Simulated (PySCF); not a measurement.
# InI+: from the state search to spectroscopic constants

An exercise on one series of results from a longer session: the logs are not shown, and one member is left open.

Method: In cc-pVDZ-PP with ECP28, I cc-pVDZ-PP with ECP28, scalar-relativistic core potentials; program: PySCF 2.14.0.

The first run:

The job is set up so:

```json
{
 "atoms": "In, I",
 "charge": "1",
 "basis": "In cc-pVDZ-PP with ECP28, I cc-pVDZ-PP with ECP28",
 "Hamiltonian": "scalar-relativistic core potentials",
 "basis functions": "46",
 "electrons treated": "45",
 "masses in u": "114.9039, 126.9045",
 "levels": "PBE0, PBE, r²SCAN, revPBE, PBEsol, PW91, CAM-B3LYP, HF, MP2, SCS-MP2, CCSD, CCSD(T)",
 "grid": "80 radial by 434 angular points",
 "occupations": "held fixed by the projection of orbital angular momentum",
 "dissociation limit": "In+ + I, each in its ground configuration",
 "starting distance in angstrom": "2.800",
 "values of 2S to try": "1, 3"
}
```

Run with:

```bash
$ OMP_NUM_THREADS=1 python dia.py task.json out
```

Among the steps run: Input; PBE0 along the bond; Other states along the same grid; PBE; r²SCAN; revPBE; PBEsol (GGA); PW91 (GGA); CAM-B3LYP (range-separated hybrid); UHF; Correlated methods on the Hartree–Fock reference.

One table of the session follows, with a row left open; its other results are not shown here.

It belongs to the step «The curves together». Energy (eV) from each level's lowest point:

```
R (Å)    UHF  UHF-MP2  UHF-SCS-MP2  UHF-CCSD  UHF-CCSD(T)
2.902  0.499    0.348        0.378       n/a          n/a
3.038  0.286    0.170        0.191     0.183        0.169
3.172  0.152    0.068        0.082     0.077        0.068
3.274  0.087    0.027        0.036     0.032        0.026
3.375  0.045    0.006        0.010     0.009        0.006
3.476  0.019    0.000        0.000     0.000        0.000
3.611  0.002    0.007        0.002     0.004        0.008
3.780      ?        ?            ?         ?            ?
3.982  0.013    0.068        0.054     0.059        0.070
4.253  0.041    0.121        0.102       n/a          n/a
```

**Question.** Estimate the row for R (Å) = 3.780.

Worked estimate for «UHF». A straight line through the neighbours (3.611, 0.002) and (3.982, 0.013) gives 0.002 + (0.013 − 0.002) × (3.780 − 3.611) / (3.982 − 3.611) = 0.007; a parabola fitted to 4 rows on both sides gives 0.002.

As computed: UHF: 0.000; UHF-MP2: 0.031; UHF-SCS-MP2: 0.021; UHF-CCSD: 0.024; UHF-CCSD(T): 0.032. In «UHF» the line misses by +0.007 and the parabola by +0.002.

Limits of these values: At some levels the lowest empty orbital lies below the highest filled one (the two can be of opposite spin).
